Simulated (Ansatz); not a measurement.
# Sn5Ge9C6: the cost of one run

Method: DFT PBE, scalar-relativistic, plane waves, PAW, in Ansatz 0.2.0.

1 further run of the same task is left out (it didn't finish). Runs told in other sessions of the task aren't counted.

## Step 1: The system as given

The cell holds 20 atoms (C6Ge9Sn5): a = 6.563 Å, b = 6.563 Å, c = 10.025 Å, α = 83.74°, β = 70.89°, γ = 70.53°.

The sites of an ideal diamond lattice, at a guessed lattice constant, take 9 Ge, 6 C, 5 Sn (sublattices apart by semicolons), with a shake of 0.02 Å. Warren-Cowley parameters of the first shell (negative: unlike neighbours preferred): C-Ge +0.07, C-Sn +0.00, Ge-Sn +0.11. In a cell this small the draw can fall short of the order aimed at.

The coordinates stand in the first input below.

## Step 2: Relaxing on a coarse mesh

A cheap relaxation: coarse mesh, no symmetry, loose thresholds.

File input.yaml:

```yaml
crystal:
  lattice:
    - [2.67918238, 2.67918238, 5.35836476]
    - [-2.67918238, -2.67918238, 5.35836476]
    - [8.03754714, -5.35836476, 2.67918238]
  atoms:
    - { symbol: C, position: [0.5985882691, 0.0042217979, 0.8040255468] }
    - { symbol: C, position: [0.7950192659, 0.9966724359, 0.4015316226] }
    - { symbol: C, position: [0.5016841648, 0.4924765964, 0.0045664031] }
    - { symbol: C, position: [0.9790545985, 0.8736073601, 0.79691058] }
    - { symbol: C, position: [0.3775385979, 0.8718210994, 0.9998949605] }
    - { symbol: C, position: [0.6738730438, 0.3778932495, 0.3989333854] }
    - { symbol: Ge, position: [0.1960199536, 0.0052032799, 0.6004439522] }
    - { symbol: Ge, position: [0.9985598652, 0.0009674064, 0.9995168072] }
    - { symbol: Ge, position: [0.2992912157, 0.4983657171, 0.4002854655] }
    - { symbol: Ge, position: [0.7081464528, 0.5025503708, 0.598922972] }
    - { symbol: Ge, position: [0.8970517783, 0.5021063974, 0.2013927146] }
    - { symbol: Ge, position: [0.5725676279, 0.8706135085, 0.599727641] }
    - { symbol: Ge, position: [0.0773624002, 0.3766804841, 0.5976553148] }
    - { symbol: Ge, position: [0.8749410419, 0.3811772453, 0.995125446] }
    - { symbol: Ge, position: [0.278804657, 0.3746928815, 0.1997782713] }
    - { symbol: Sn, position: [0.099958266, 0.5014274427, 0.8002677359] }
    - { symbol: Sn, position: [0.3981071929, 0.0014541217, 0.2006951316] }
    - { symbol: Sn, position: [0.4771173962, 0.3734248113, 0.8004396895] }
    - { symbol: Sn, position: [0.7679728727, 0.8805974776, 0.1994290723] }
    - { symbol: Sn, position: [0.1799965991, 0.8773331587, 0.4003527146] }
  symmetry: { detect: false }
basis:
  ecutwfc: 420
kpoints:
  mp_grid: { grid: [2, 2, 2], shift: [0.5, 0.5, 0.5] }
hamiltonian:
  xc: pbe
scf:
  occupations: { method: gaussian, width: 0.1 }
  lower_state_search: "off"
output:
  forces: true
  stress: true
  eigenvalues: true
relax:
  adjacent_minimum: "off"
  f_tol: 0.04
  max_steps: 50
  cell: { stress_tol: 0.3 }
```

On the command line:

```bash
$ ansatz run input.yaml --threads 4 --pin off --max-ram 9216MiB --backend cpu --events-out ev --progress --plain --runs-dir out
```

**Question.** How long does this run take on 4 threads of Intel Xeon Platinum 8259CL at 2.50GHz (Skylake/Cascade Lake), shared host, and how much memory does it need?

About 4.4 min, with a peak of 1.3 GiB.
